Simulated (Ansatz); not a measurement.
YIn3, space group Pm-3m: an equation of state with a fit, run with the Python package of Ansatz (0.2.0).

`run_eos.py`
```python
# -*- coding: utf-8 -*-
import ansatz as az
import numpy as np
from scipy.optimize import curve_fit

vectors0 = np.array([
    [4.6, 0.0, 0.0],
    [0.0, 4.6, 0.0],
    [0.0, 0.0, 4.6],
])
sites = [
    ("Y", (0.0, 0.0, 0.0)),
    ("In", (0.0, 0.5, 0.5)),
    ("In", (0.5, 0.0, 0.5)),
    ("In", (0.5, 0.5, 0.0)),
]


def build(cell):
    crystal = az.Crystal(lattice=az.Lattice.of(cell))
    for symbol, position in sites:
        crystal = crystal.atom(symbol, position)
    return crystal

def vinet(v, e0, v0, b0, b1):
    eta = (v / v0) ** (1 / 3)
    return e0 + 2 * b0 * v0 / (b1 - 1) ** 2 * (2 - (5 + 3 * b1 * (eta - 1) - 3 * eta) * np.exp(-1.5 * (b1 - 1) * (eta - 1)))

volumes, energies, pressures = [], [], []
for scale in np.linspace(0.88, 1.12, 7):
    cell = vectors0 * scale ** (1 / 3)
    job = (
        build(cell).calculation()
        .pseudopotentials("paw", azcp={"folder": "soft_1"})
        .functional(az.Functional.R2SCAN)
        .basis(23 * az.Ha)
        .occupations("fermi_dirac", width=0.15)
        .scf(tolerance=1e-10)
        .kpoints(5, 5, 5)
        .stress()
    )
    data = job.run().report
    volumes.append(abs(np.linalg.det(cell)) / len(sites))
    energies.append(data["free_energy_ev"] / len(sites))
    pressures.append(np.trace(data["stress_gpa"]) / 3)
    print(f"V = {volumes[-1]:8.4f} A^3/atom  F = {energies[-1]:.5f} eV/atom  P = {pressures[-1]:8.3f} GPa")

guess = (min(energies), volumes[int(np.argmin(energies))], 0.5, 4.5)
(e0, v0, b0, b1), _ = curve_fit(vinet, np.array(volumes), np.array(energies), p0=guess, maxfev=20000)
print(f"Vinet fit: V0 = {v0:.4f} A^3/atom, B0 = {160.21766 * b0:.1f} GPa, B1 = {b1:.2f}")
print("largest residual", round(1000 * float(np.abs(vinet(np.array(volumes), e0, v0, b0, b1) - energies).max()), 3), "meV/atom")
```

From its runs, with one value withheld:

| V (Å³/atom) | F less the lowest row shown (meV/atom) |
| --- | --- |
| 21.414 | 99.51 |
| 22.387 | 43.91 |
| 23.361 | 12.41 |
| 24.334 | 0.00 |
| 25.307 | 2.77 |
| 26.281 | 17.65 |
| 27.254 | ? |

What is the missing energy at 27.254 Å³ an atom?

A third-order Birch-Murnaghan fit, E = E0 + (9 V0 B0 / 16) [(t - 1)³ B' + (t - 1)² (6 - 4t)] with t = (V0/V)^(2/3), through the 6 rows shown gives V0 = 24.616 Å³, B0 = 58.9 GPa, B' = 4.77 and E0 = -0.61 meV. At V = 27.254 Å³, t = 0.93437, and the fit extrapolates to 42.14 meV. The run gave 42.23 meV, a miss of 0.08 meV.

What to keep in mind:
- The mesh is modest for a metal, so energies can be off by several to tens of meV an atom and pressures by half a GPa or more; differences at equal mesh fare better.
- Pressure is positive in compression.
- The starting cell is as deposited in a crystallographic database; the results hold for this polymorph, which needn't be the stable one.
- Timing: 42 s on 1 thread of Intel(R) Xeon(R) Processor @ 2.30GHz, with other jobs on the host, peak memory 0.91 GiB.
